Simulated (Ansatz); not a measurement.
**GeF2 (SMILES [F][Ge][F]): r2SCAN/def2-TZVPP**

What is the energy change on altering one bond length of GeF2 at r2SCAN/def2-TZVPP? 

Program for the calculation: Ansatz 0.2.0.

32 further runs of the same task are left out: 32 set aside as unsound or not needed.

### 1 The system as given

The species is GeF2 (3 atoms), meant as a singlet with charge 0. SMILES: `[F][Ge][F]`. The shape is that of a PBE0-D4/def2-TZVP optimisation.

Bond lengths: F1–Ge2 1.745 Å, Ge2–F3 1.745 Å. Angles: F1–Ge2–F3 97.2°.

### 2 The energy at r2SCAN/def2-TZVPP

The input, molecule.yaml:

```yaml
crystal:
  periodic: [false, false, false]
  atoms:
    - {symbol: F, position_ang: [-0.675900, -1.101800, -0.497500]}
    - {symbol: Ge, position_ang: [0.637500, -0.295200, 0.320200]}
    - {symbol: F, position_ang: [0.027600, 1.332100, 0.164100]}
basis:
  gaussian:
    orbitals: def2-TZVPP
hamiltonian:
  xc: {name: r2SCAN}
accuracy: high
output: {orbitals: {seedname: orbitals}}
```

Started as:

```bash
$ ansatz run molecule.yaml --threads 1 --pin off --max-ram 3480MiB --events-out events.jsonl --progress --plain --runs-dir runs
```

Output:

```text
Warning: RAYON_NUM_THREADS=1 ignored (pool sized by the plan → 1); use --threads N
Functional definition: r2SCAN
  name "r2SCAN"
  parameter k0 = 0.174
  parameter k1 = 0.065
  parameter a1 = 4.9479
  exchange = r2scan_x(k0 = k0, k1 = k1, a1 = a1)
  correlation = r2scan_c
1632 factors; integrals over basis functions are off by at most 5.2e-9 eV
mean field evaluation 1: about -61949.7308 eV, gradient 5.5e1 eV
mean field evaluation 2: about -61917.9079 eV, gradient 1.5e2 eV
mean field evaluation 4: about -61954.0490 eV, gradient 2.8e0 eV
mean field evaluation 8: about -61954.0673 eV, gradient 1.8e-1 eV
mean field evaluation 16: about -61954.0673 eV, gradient 2.6e-5 eV
mean field -61954.06728967 eV, -2276.7699789201 hartree, gradient 1.3e-8 eV, S^2 0.000000; 0 other end points of the search recorded, 0 dependent functions left out
reference -61954.06729012 eV, -2276.7699789368 hartree; 25, 25 occupied and 85, 85 virtual orbitals, 1632 factors
Total energy: -61954.06729012 eV, -2276.7699789368 hartree
```

It took 6.3 s on 1 thread of Intel Xeon 6975P-C (Granite Rapids), shared host; peak memory 0.26 GiB.

### 3 The distorted shape

The input, input.yaml:

```yaml
basis:
  gaussian:
    orbitals: def2-TZVPP
crystal:
  periodic: [false, false, false]
  atoms:
    - {symbol: F, position_ang: [-0.872912, -1.222792, -0.620157]}
    - {symbol: Ge, position_ang: [0.637500, -0.295200, 0.320200]}
    - {symbol: F, position_ang: [0.027600, 1.332100, 0.164100]}
total_charge: 0
hamiltonian:
  xc: {name: r2SCAN}
accuracy: high
output: {orbitals: {seedname: orbitals}}
```

Started as:

```bash
$ ansatz run input.yaml --threads 1 --pin off --max-ram 3480MiB --events-out events.jsonl --progress --plain --runs-dir runs
```

Output, cut to the lines that bear on the results:

```text
Warning: RAYON_NUM_THREADS=1 ignored (pool sized by the plan → 1); use --threads N
[... 7 set-up lines as earlier in the session ...]
1615 factors; integrals over basis functions are off by at most 5.7e-9 eV
mean field evaluation 1: about -61948.1476 eV, gradient 5.9e1 eV
mean field evaluation 2: about -61835.2634 eV, gradient 2.3e2 eV
mean field evaluation 4: about -61953.1062 eV, gradient 1.7e1 eV
mean field evaluation 8: about -61953.5087 eV, gradient 7.2e-1 eV
mean field evaluation 16: about -61953.5094 eV, gradient 1.1e-4 eV
mean field -61953.50938643 eV, -2276.7494763544 hartree, gradient 5.4e-8 eV, S^2 0.000000; 0 other end points of the search recorded, 0 dependent functions left out
reference -61953.50938690 eV, -2276.7494763716 hartree; 25, 25 occupied and 85, 85 virtual orbitals, 1615 factors
Total energy: -61953.50938690 eV, -2276.7494763716 hartree
```

Run time: 5.7 s. Hardware: 1 thread of Intel Xeon 6975P-C (Granite Rapids), shared host; peak memory 0.26 GiB.

### 4 What came out

Level: r2SCAN/def2-TZVPP.

```
                                                          quantity           value
                                         first shape: total energy  -2276.76998 Eh
                                          first shape: HOMO energy        -7.98 eV
                                          first shape: LUMO energy        -3.31 eV
                                        first shape: HOMO–LUMO gap         4.68 eV
                                     distorted shape: total energy  -2276.74948 Eh
                                      distorted shape: HOMO energy        -8.23 eV
                                      distorted shape: LUMO energy        -3.84 eV
                                    distorted shape: HOMO–LUMO gap         4.39 eV
energy change with the F1–Ge2 bond stretched from 1.745 to 2.007 Å        0.558 eV
```

What this shows: With the F1–Ge2 bond stretched from 1.745 to 2.007 Å the energy rises by 0.56 eV (12.9 kcal/mol). The first shape isn't relaxed at this level, so the change isn't measured from a minimum.
